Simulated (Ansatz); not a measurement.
# In3O: the cost of one run

Computed with Ansatz 0.2.0 (DFT PBE, scalar-relativistic, plane waves, PAW, unless a step's input says otherwise).

4 further runs of the same task are left out: 1 for a known fault of the program, 1 that didn't finish, 2 set aside as unsound or not needed.

### Step 1. Starting point

Symmetry: Pm-3m, No. 221, cubic system. The conventional cell has a = 4.280 Å, b = 4.280 Å, c = 4.280 Å, α = 90.00°, β = 90.00°, γ = 90.00°. In (site symmetry 4/mmm) is surrounded by 8 In at 3.03 Å and 4 O at 3.03 Å. O (site symmetry m-3m) is surrounded by 12 In at 3.03 Å.

Structure file:

```xyz
4
Lattice="4.2797 0.0000 0.0000 0.0000 4.2797 0.0000 0.0000 0.0000 4.2797" Properties=species:S:1:pos:R:3 pbc="T T T"
In    0.0000    2.1399    2.1399
In    2.1399    0.0000    2.1399
In    2.1399    2.1399    0.0000
O     0.0000    0.0000    0.0000
```

This is candidate A: Cu3Au (L1_2) type (Pm-3m, No. 221).

(A quick probe on a coarse mesh, which set the mesh and smearing, is not shown.)

### Step 3. A loose first relaxation (candidate A)

input.yaml

```yaml
crystal:
  lattice:
    - [4.2797458546, 0.0, 0.0]
    - [0.0, 4.2797458546, 0.0]
    - [0.0, 0.0, 4.2797458546]
  atoms:
    - { symbol: In, position: [0.0, 0.5, 0.5] }
    - { symbol: In, position: [0.5, 0.0, 0.5] }
    - { symbol: In, position: [0.5, 0.5, 0.0] }
    - { symbol: O, position: [0.0, 0.0, 0.0] }
basis:
  ecutwfc: 420
kpoints:
  mp_grid: { grid: [4, 4, 4] }
hamiltonian:
  xc: pbe
scf:
  occupations: { method: gaussian, width: 0.1 }
  lower_state_search: "off"
output:
  forces: true
  stress: true
  eigenvalues: true
relax:
  adjacent_minimum: "off"
  f_tol: 0.04
  max_steps: 70
  cell: { stress_tol: 0.4 }
```

Run with:

```sh
$ ansatz run input.yaml --threads 1 --pin off --max-ram 2560MiB --backend cpu --events-out ev --progress --plain --runs-dir out
```

Q: Estimate wall time and peak memory on 1 thread of Arm Neoverse V2, shared host.

About 4.9 s, with a peak of 0.32 GiB.
